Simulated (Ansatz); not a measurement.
LaPd2:

```xyz
3
Lattice="-2.0039 2.0039 4.4717 2.0039 -2.0039 4.4717 2.0039 2.0039 -4.4717" Properties=species:S:1:pos:R:3 pbc="T T T"
La    0.0000    0.0000    0.0000
Pd    2.0039    0.0000    2.2359
Pd    0.0000    2.0039    2.2359
```

The cell comes from a database or a generator and needn't be the stable form of this composition.

| Item | Value |
| --- | --- |
| Program | Ansatz 0.2.0 |
| Task | relaxation of cell and atoms |
| Functional | r2SCAN |
| Potentials or basis | Ansatz PAW |
| Cutoff | 500 eV (not typed: the program's choice for these potentials) |
| k mesh | 9 × 9 × 9 |
| Occupations | fermi-dirac, width 0.05 eV |
| Spin | no spin polarisation |

At the start: volume 23.94 Å³/atom.

Task: Where does the relaxation end?

Result: It ends after 5 steps and the volume is 23.28 Å³/atom (-2.8 %); space group I4/mmm (No. 139, to 0.05 Å).

Step by step:
```
step  energy change (eV)  largest force (eV/Å)  volume (Å³)
   1              0.0000                0.0000        71.83
   2             -0.0155                0.0000        70.02
   3             -0.0158                0.0000        69.86
   4             -0.0158                0.0000        69.83
   5             -0.0143                0.0000        69.83
```

Final structure:
```
La Pd
1.0
    -1.98261    1.98261    4.44108
     1.98261   -1.98261    4.44108
     1.98261    1.98261   -4.44108
La Pd
1 2
Direct
  0.00000 0.00000 0.00000
  0.25000 0.75000 0.50000
  0.75000 0.25000 0.50000
```

Caveat: the magnetic or orbital state may not be the lowest; the plane-wave basis is chosen anew once the cell has moved, so the energies of steps on either side of that aren't comparable; the PAW data sets come from PBE, with cores solved anew for the run's functional, which leaves a small shift of forces and pressure.
